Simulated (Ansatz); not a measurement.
**Sn (sc type): a single-point run**

Aim: a sound single-point run of Sn (sc type).

Computed with Ansatz 0.2.0 (Kohn-Sham DFT, with the functional, basis and potentials that each input names (as first typed), unless a step's input says otherwise).

1 further run of the same task is left out (it didn't finish). Runs told in other sessions of the task aren't counted.

## Step 1: The starting structure

It takes space group Pm-3m (No. 221, cubic). Conventional cell: a = 2.982 Å, b = 2.982 Å, c = 2.982 Å, α = 90.00°, β = 90.00°, γ = 90.00°. Sn (site symmetry m-3m) has 6 Sn at 2.98 Å in its first shell of neighbours.

Coordinates:

```xyz
1
Lattice="2.9818 0.0000 0.0000 0.0000 2.9818 0.0000 0.0000 0.0000 2.9818" Properties=species:S:1:pos:R:3 pbc="T T T"
Sn    0.0000    0.0000    0.0000
```

## Step 2: The run

input.yaml reads:

```yaml
crystal:
  lattice:
    - [2.981761128, 0.0, 0.0]
    - [0.0, 2.981761128, 0.0]
    - [0.0, 0.0, 2.981761128]
  atoms:
    - { symbol: Sn, position: [0.0, 0.0, 0.0] }
kpoints:
  mp_grid: { grid: [14, 14, 14] }
scf:
  occupations: { method: fermi_dirac, width: 0.1 }
  max_iter: 75
hamiltonian:
  xc: pbesol
  pseudopotentials: { kind: all_electron, datasets: crystal }
  hubbard: { sites: [{ species: Sn, l: f, u_eff: 30.0 }] }
output:
  forces: true
  stress: true
  eigenvalues: true
```

Launch:

```bash
ansatz run input.yaml --threads 1 --pin off --max-ram 2048MiB --backend cpu --events-out ev --progress --plain --runs-dir out
```

Q: Will this input give a usable result? If not, why, and what should change?

The run ended at the input check. The line that matters: «2 input errors — fix all and re-run 2. hamiltonian.pseudopotentials.datasets: crystal with hamiltonian.hubbard without hamiltonian.hubbard.projectors: augmentation-sphere ...»

Look at the input: hamiltonian.hubbard.sites is [{species: Sn, l: f, u_eff: 30.0}]. U was placed on a shell that is absent, full or empty, where it has nothing to correct.

Remedy: delete hamiltonian.hubbard.sites.
